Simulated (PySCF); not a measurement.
# One shape, several levels: NbN3H6O (SMILES [NH]=[Nb]([NH2])([NH2])[OH])

We compute a comparison of 6 runs (HF/STO-3G, HF/3-21G, HF/def2-SVP, HF/def2-SVPD, PBE0/def2-SVP, SVWN5/def2-SVPD) of NbN3H6O. Input form: a Python script.

The results are computed with PySCF 2.14.0.

## 1. The system as given

NbN3H6O: 11 atoms, total charge 0, spin state singlet. SMILES: `[NH]=[Nb]([NH2])([NH2])[OH]`. Geometry: relaxed at PBE0-D4/def2-TZVP. This is one conformer, not always the lowest.

Bond lengths: N1–Nb2 1.749 Å, Nb2–N3 1.984 Å, Nb2–N4 1.984 Å, Nb2–O5 1.915 Å, N1–H6 1.008 Å, N3–H7 1.008 Å, N3–H8 1.011 Å, N4–H9 1.008 Å, N4–H10 1.011 Å, O5–H11 0.956 Å. Some angles: N1–Nb2–N3 105.5°, N1–Nb2–N4 105.5°, N1–Nb2–O5 114.6°, N3–Nb2–N4 112.5°, N3–Nb2–O5 109.3°, N4–Nb2–O5 109.3°, Nb2–N1–H6 173.3°, Nb2–N3–H7 125.8°, Nb2–N3–H8 124.1°, Nb2–N4–H9 125.8°.

## 2. Energy and gradient at HF/STO-3G (run 1)

File calc.py:

```python
from pyscf import gto, scf

mol = gto.M(
    atom='''
N   -1.551900   0.454700   0.819200
Nb  -0.177100  -0.033900  -0.144400
N    0.647600  -1.549500   0.835900
N    1.008200   1.555700  -0.223600
O   -0.607800  -0.591400  -1.925100
H   -2.410100   0.712200   1.281000
H    0.359600  -1.895100   1.737400
H    1.466500  -2.050000   0.519500
H    0.861300   2.425500   0.263300
H    1.888700   1.581600  -0.718900
H   -1.419400  -0.666700  -2.423800
''',
    verbose=3,
    basis='sto-3g',
    max_memory=1860,
)

calc0 = scf.RHF(mol)
calc0.conv_tol = 1e-10
calc0.kernel()
if not calc0.converged:
    calc0 = calc0.newton().run(calc0.mo_coeff, calc0.mo_occ)

e_tot = calc0.e_tot
print('E(%s) = %.9f' % ('HF', e_tot))
grad = calc0.nuc_grad_method().kernel()
calc0.analyze()
```

Command:

```bash
$ OMP_NUM_THREADS=1 python calc.py
```

The log of the run:

```text
converged SCF energy = -3954.71267870056
[... 17 lines left out ...]
MO #8   energy= -15.2350152829711  occ= 2
[... 8 lines left out ...]
MO #17  energy= -7.85503144614904  occ= 2
[... 8 lines left out ...]
MO #26  energy= -0.929302812655373 occ= 2
[... 8 lines left out ...]
MO #35  energy= -0.314155369768473 occ= 2
[... 8 lines left out ...]
MO #44  energy= 0.444740551333215  occ= 0
[... 8 lines left out ...]
MO #53  energy= 0.926217751042888  occ= 0
[... 12 lines left out ...]
Dipole moment(X, Y, Z, Debye):  0.01480, -0.11669, -0.33749
```

Wall time 8.7 s (1 thread of Intel Xeon at 2.70GHz, shared host); peak memory 0.13 GiB.

## 3. Energy and gradient at HF/3-21G (run 2)

File input.py:

```python
# [NH]=[Nb]([NH2])([NH2])[OH]
from pyscf import gto, scf

mol = gto.Mole()
mol.atom = '''
N     -1.551900     0.454700     0.819200
Nb    -0.177100    -0.033900    -0.144400
N      0.647600    -1.549500     0.835900
N      1.008200     1.555700    -0.223600
O     -0.607800    -0.591400    -1.925100
H     -2.410100     0.712200     1.281000
H      0.359600    -1.895100     1.737400
H      1.466500    -2.050000     0.519500
H      0.861300     2.425500     0.263300
H      1.888700     1.581600    -0.718900
H     -1.419400    -0.666700    -2.423800
'''
mol.basis = '3-21g'
mol.max_memory = 1860
mol.charge = 0
mol.verbose = 4
mol.build()

mf = scf.RHF(mol)
mf.conv_tol = 1e-10
mf.kernel()
if not mf.converged:
    mf = mf.newton().run(mf.mo_coeff, mf.mo_occ)

e_tot = mf.e_tot
print('Final energy', e_tot)
grad = mf.nuc_grad_method().kernel()
dip = mf.dip_moment()
pop, q = mf.mulliken_pop()
```

Command:

```bash
$ OMP_NUM_THREADS=1 python input.py
```

The log of the run:

```text
PySCF version 2.14.0

[... 73 lines left out ...]
converged SCF energy = -3976.13514653809
Final energy -3976.135146538087
[... 11 lines left out ...]
Dipole moment(X, Y, Z, Debye): -0.17686,  0.11765,  0.28286
[... 96 lines left out ...]
charge of   10H =      0.41071
```

Run time: 9.9 s. Hardware: 1 thread of Intel Xeon at 2.70GHz, shared host; peak memory 0.17 GiB.

Runs 3 to 5 aren't shown in full; the table further down has their settings and results.

## 4. Energy and forces at SVWN5/def2-SVPD (core potential) (run 6)

File run.py:

```python
from pyscf import gto, dft

system = gto.M(
    atom=[
    ('N', (-1.551900, 0.454700, 0.819200)),
    ('Nb', (-0.177100, -0.033900, -0.144400)),
    ('N', (0.647600, -1.549500, 0.835900)),
    ('N', (1.008200, 1.555700, -0.223600)),
    ('O', (-0.607800, -0.591400, -1.925100)),
    ('H', (-2.410100, 0.712200, 1.281000)),
    ('H', (0.359600, -1.895100, 1.737400)),
    ('H', (1.466500, -2.050000, 0.519500)),
    ('H', (0.861300, 2.425500, 0.263300)),
    ('H', (1.888700, 1.581600, -0.718900)),
    ('H', (-1.419400, -0.666700, -2.423800)),
],
    basis='def2-svpd',
    ecp={'Nb': 'def2-svp'},
    verbose=4,
    max_memory=1860,
)

mf = dft.RKS(system)
mf.xc = 'svwn'
mf.grids.level = 5
mf.conv_tol = 1e-10
mf.kernel()
if not mf.converged:
    mf = mf.newton().run(mf.mo_coeff, mf.mo_occ)

energy = mf.e_tot
print('E(%s) = %.9f' % ('SVWN5', energy))
grad = mf.nuc_grad_method().kernel()
mf.analyze()
```

Command:

```bash
$ OMP_NUM_THREADS=1 python run.py
```

The log of the run:

```text
PySCF version 2.14.0

[... 137 lines left out ...]
MO #20  energy= -0.291926686966746 occ= 2
[... 28 lines left out ...]
MO #49  energy= 0.212842185807407  occ= 0
[... 28 lines left out ...]
MO #78  energy= 0.521921042266887  occ= 0
[... 28 lines left out ...]
MO #107 energy= 1.19814276695323   occ= 0
[... 28 lines left out ...]
MO #136 energy= 1.97824315848393   occ= 0
[... 28 lines left out ...]
MO #165 energy= 36.8206844736374   occ= 0
[... 179 lines left out ...]
Dipole moment(X, Y, Z, Debye):  0.31311, -0.00630,  0.08665
```

Run time: 2.2 min. Hardware: 1 thread of Intel Xeon at 2.70GHz, shared host; peak memory 1.4 GiB.

## 5. Overview of the runs

```csv
run,level,core potential,integration grid,energy (Eh),dipole moment (D),HOMO energy (eV),LUMO energy (eV),wall time
1,HF/STO-3G,–,–,-3954.712679,0.36,-7.37,7.57,8.7 s
2,HF/3-21G,–,–,-3976.135147,0.35,-9.73,2.04,9.9 s
3,HF/def2-SVP (core potential),def2-svp,–,-297.996206,0.31,-10.22,2.32,26 s
4,HF/def2-SVPD (core potential),def2-svp,–,-298.019564,0.40,-10.38,1.65,94 s
5,PBE0/def2-SVP (core potential),def2-svp,5,-299.743858,0.28,-6.69,0.13,1.9 min
6,SVWN5/def2-SVPD (core potential),def2-svp,5,-298.076135,0.32,-5.82,-1.32,2.2 min
```

## 6. What came out

```
                       quantity          value
            run 6: total energy  -298.07614 Eh
           run 6: dipole moment         0.32 D
             run 6: HOMO energy       -5.82 eV
             run 6: LUMO energy       -1.32 eV
           run 6: HOMO–LUMO gap        4.50 eV
run 6: largest force on an atom     0.818 eV/Å
```

The dipole moment (its size) runs from 0.28 D (PBE0/def2-SVP) to 0.40 D (HF/def2-SVPD). The two ends differ in method and basis. The HOMO–LUMO gap runs from 4.50 eV (SVWN5/def2-SVPD) to 14.94 eV (HF/STO-3G). The two ends differ in method and basis and core potential. Totals of different functionals can't be ranked against each other. Some runs of one species differ in core potentials or relativity; totals across that change don't compare. In run 1 the basis is minimal, so the values are rough. In runs 1, 2 relativity is left out where basis or elements ask for it. All runs together took 6.4 min, the longest 2.2 min.
